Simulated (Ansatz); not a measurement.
# AlH (SMILES [AlH]) at SVWN5/def2-TZVPPD

Aim: the electronic atomisation energy of AlH at SVWN5/def2-TZVPPD, from 3 runs. 

The results are computed with Ansatz 0.2.0.

33 further runs of the same task are left out: 33 set aside as unsound or not needed.

## Step 1: The system as given

AlH has 2 atoms, charge 0, and is taken as a singlet. SMILES: `[AlH]`. Geometry: relaxed at PBE0-D4/def2-TZVP.

Bond lengths: Al1–H2 1.665 Å.

## Step 2: The energy at SVWN5/def2-TZVPPD

input.yaml

```yaml
crystal:
  periodic: [false, false, false]
  atoms:
    - {symbol: Al, position_ang: [-0.000000, 0.000000, -0.025640]}
    - {symbol: H, position_ang: [0.000000, -0.000000, 1.639110]}
basis:
  gaussian:
    orbitals: def2-TZVPPD.json
hamiltonian:
  xc: {name: SVWN5}
accuracy: high
output: {orbitals: {seedname: orbitals}}
```

The basis set def2-TZVPPD is read from a file made from the Basis Set Exchange's data (not shown).

On the command line:

```
$ ansatz run input.yaml --threads 1 --pin off --max-ram 3480MiB --events-out events.jsonl --progress --plain --runs-dir runs
```

The program printed:

```text
Warning: RAYON_NUM_THREADS=1 ignored (pool sized by the plan → 1); use --threads N
Functional definition: SVWN5
  name "SVWN5"
  exchange = slater_x
  correlation = vwn5_c
816 factors; integrals over basis functions are off by at most 3.6e-9 eV
mean field evaluation 1: about -6582.1124 eV, gradient 1.2e1 eV
mean field evaluation 2: about -6582.2589 eV, gradient 9.9e0 eV
mean field evaluation 4: about -6582.8025 eV, gradient 1.9e-1 eV
mean field evaluation 8: about -6582.8022 eV, gradient 8.9e-3 eV
mean field evaluation 16: about -6582.8022 eV, gradient 8.2e-9 eV
mean field -6582.80221016 eV, -241.9135192397 hartree, gradient 2.2e-8 eV, S^2 0.000000; 0 other end points of the search recorded, 0 dependent functions left out
reference -6582.80221262 eV, -241.9135193301 hartree; 7, 7 occupied and 58, 58 virtual orbitals, 816 factors
Total energy: -6582.80221262 eV, -241.9135193301 hartree
```

It took 0.68 s on 1 thread of Arm Neoverse V2, shared host; peak memory 0.1 GiB.

## Step 3: The Al atom, same level

run.yaml

```yaml
crystal:
  periodic: [false, false, false]
  atoms:
    - {symbol: Al, position_ang: [0.000000, 0.000000, 0.000000]}
basis:
  gaussian: {orbitals: def2-TZVPPD.json}
magnetization: {spin_polarized: true, initial_magnetization: 1}
hamiltonian: {xc: {name: SVWN5}}
accuracy: high
```

The basis set def2-TZVPPD is read from a file made from the Basis Set Exchange's data (not shown).

Run the same way, it converges to -241.31143 Eh (log not shown).

## Step 4: The H atom

in.yaml

```yaml
crystal:
  periodic: [false, false, false]
  atoms:
    - symbol: H
      position_ang: [0.000000, 0.000000, 0.000000]
basis:
  gaussian:
    orbitals: def2-TZVPPD.json
magnetization:
  spin_polarized: true
  initial_magnetization: 1
hamiltonian:
  xc: {name: SVWN5}
accuracy: high
```

The basis set def2-TZVPPD is read from a file made from the Basis Set Exchange's data (not shown).

Run the same way, it converges to -0.47834 Eh (log not shown).

## Step 5: Results

Level: SVWN5/def2-TZVPPD.

| quantity | value |
| --- | --- |
| molecule: total energy | -241.91352 Eh |
| molecule: HOMO energy | -4.93 eV |
| molecule: LUMO energy | -2.68 eV |
| molecule: HOMO–LUMO gap | 2.26 eV |
| Al atom: total energy | -241.31143 Eh |
| Al atom: ⟨S²⟩ | 0.752 |
| H atom: total energy | -0.47834 Eh |
| H atom: ⟨S²⟩ | 0.750 |
| electronic atomisation energy | 3.367 eV |

In words: Taking the molecule apart into free atoms costs 3.37 eV (325 kJ/mol), before zero-point energy and without spin-orbit coupling.
